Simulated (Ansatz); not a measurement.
# CH5AlFN (SMILES C[NH][AlH][F]) at HF/STO-3G

What is the vertical ionisation energy of CH5AlFN at HF/STO-3G? 

The results are computed with Ansatz 0.2.0.

122 further runs of the same task are left out: 122 set aside as unsound or not needed. Runs told in other sessions of the task aren't counted.

## Step 1: The molecule

CH5AlFN: 9 atoms, total charge 0, spin state singlet. As SMILES, `C[NH][AlH][F]`. Geometry: relaxed at PBE0-D4/def2-TZVP. This is one conformer, not always the lowest.

Bond lengths: C1–N2 1.448 Å, N2–Al3 1.758 Å, Al3–F4 1.652 Å, C1–H5 1.096 Å, C1–H6 1.093 Å, C1–H7 1.096 Å, N2–H8 1.009 Å, Al3–H9 1.571 Å. Some angles: C1–N2–Al3 127.2°, N2–Al3–F4 117.9°, C1–N2–H8 112.3°, Al3–N2–H8 120.5°, N2–C1–H5 112.3°, N2–C1–H6 110.0°, N2–C1–H7 112.3°, N2–Al3–H9 122.1°, F4–Al3–H9 120.1°, H5–C1–H6 107.1°.

## Step 2: A single-point energy at HF/STO-3G

molecule.yaml

```yaml
crystal:
  periodic: [false, false, false]
  atoms:
    - {symbol: C, position_ang: [-0.498500, 0.834500, -0.836100]}
    - {symbol: N, position_ang: [-0.009500, -0.442400, -0.359300]}
    - {symbol: Al, position_ang: [0.650300, -0.801700, 1.230200]}
    - {symbol: F, position_ang: [1.143100, -2.349500, 1.529300]}
    - {symbol: H, position_ang: [-1.557500, 0.796500, -1.116400]}
    - {symbol: H, position_ang: [-0.401400, 1.589000, -0.050800]}
    - {symbol: H, position_ang: [0.064700, 1.198400, -1.703100]}
    - {symbol: H, position_ang: [-0.081000, -1.165900, -1.058800]}
    - {symbol: H, position_ang: [0.778300, 0.294800, 2.347800]}
basis:
  gaussian:
    orbitals: STO-3G
output: {orbitals: {seedname: orbitals}}
accuracy: high
hamiltonian:
  xc: hf
```

On the command line:

```
ansatz run molecule.yaml --threads 1 --pin off --max-ram 2610MiB --events-out events.jsonl --progress --plain --runs-dir runs
```

What it wrote:

```text
Warning: RAYON_NUM_THREADS=1 ignored (pool sized by the plan → 1); use --threads N
Functional definition: HF
  name "HF"
  exchange = exact_x
  correlation = 0
571 factors; integrals over basis functions are off by at most 3.7e-9 eV
mean field evaluation 1: about -11730.3498 eV, gradient 2.4e1 eV
mean field evaluation 2: about -11730.4723 eV, gradient 2.4e1 eV
mean field evaluation 4: about -11732.8747 eV, gradient 1.4e0 eV
mean field evaluation 8: about -11732.8832 eV, gradient 3.0e-2 eV
mean field -11732.88318614 eV, -431.1755042567 hartree, gradient 9.3e-8 eV, S^2 0.000000; 0 other end points of the search recorded, 0 dependent functions left out
reference -11732.88318614 eV, -431.1755042567 hartree; 20, 20 occupied and 9, 9 virtual orbitals, 571 factors
Total energy: -11732.88318614 eV, -431.1755042567 hartree
```

Run time: 0.22 s. Hardware: 1 thread of Arm Neoverse V2, shared host.

## Step 3: The doublet cation

in.yaml

```yaml
crystal:
  periodic: [false, false, false]
  atoms:
    - {symbol: C, position_ang: [-0.498500, 0.834500, -0.836100]}
    - {symbol: "N", position_ang: [-0.009500, -0.442400, -0.359300]}
    - {symbol: Al, position_ang: [0.650300, -0.801700, 1.230200]}
    - {symbol: F, position_ang: [1.143100, -2.349500, 1.529300]}
    - {symbol: H, position_ang: [-1.557500, 0.796500, -1.116400]}
    - {symbol: H, position_ang: [-0.401400, 1.589000, -0.050800]}
    - {symbol: H, position_ang: [0.064700, 1.198400, -1.703100]}
    - {symbol: H, position_ang: [-0.081000, -1.165900, -1.058800]}
    - {symbol: H, position_ang: [0.778300, 0.294800, 2.347800]}
basis:
  gaussian: {orbitals: STO-3G}
total_charge: 1
output: {orbitals: {seedname: orbitals}}
hamiltonian: {xc: hf}
accuracy: high
magnetization: {spin_polarized: true, initial_magnetization: 1}
```

On the command line:

```
ansatz run in.yaml --threads 1 --pin off --max-ram 2610MiB --events-out events.jsonl --progress --plain --runs-dir runs
```

What it wrote:

```text
Warning: RAYON_NUM_THREADS=1 ignored (pool sized by the plan → 1); use --threads N
[... 4 set-up lines as earlier in the session ...]
570 factors; integrals over basis functions are off by at most 3.7e-9 eV
mean field evaluation 1: about -11723.9604 eV, gradient 1.8e1 eV
mean field evaluation 2: about -11724.0591 eV, gradient 1.8e1 eV
mean field evaluation 4: about -11727.8902 eV, gradient 2.2e0 eV
mean field evaluation 8: about -11727.9776 eV, gradient 2.1e-4 eV
mean field evaluation 16: about -11723.0025 eV, gradient 1.3e1 eV
mean field -11727.97367371 eV, -430.9950830028 hartree, gradient 1.3e-8 eV, S^2 0.761077; 0 other end points of the search recorded, 0 dependent functions left out
reference -11727.97367371 eV, -430.9950830028 hartree; 20, 19 occupied and 9, 10 virtual orbitals, 570 factors
Total energy: -11727.97367371 eV, -430.9950830028 hartree
```

Run time: 0.3 s. Hardware: 1 thread of Arm Neoverse V2, shared host.

## Step 4: What came out

At HF/STO-3G:

```
                                          quantity          value
                     singlet CH5AlFN: total energy  -431.17550 Eh
                      singlet CH5AlFN: HOMO energy       -7.30 eV
                      singlet CH5AlFN: LUMO energy       10.10 eV
                    singlet CH5AlFN: HOMO–LUMO gap       17.40 eV
                      doublet cation: total energy  -430.99508 Eh
doublet cation: HOMO energy (highest over α and β)      -15.45 eV
 doublet cation: LUMO energy (lowest over α and β)       -2.75 eV
                              doublet cation: ⟨S²⟩          0.761
vertical ionisation energy (to the doublet cation)       4.910 eV
```

In words: Removing an electron at fixed nuclei costs 4.91 eV (474 kJ/mol). The negative HOMO energy of the first species, 7.30 eV, lies 2.39 eV above that difference. In a minimal basis such a difference can be off by several eV, whatever the method.
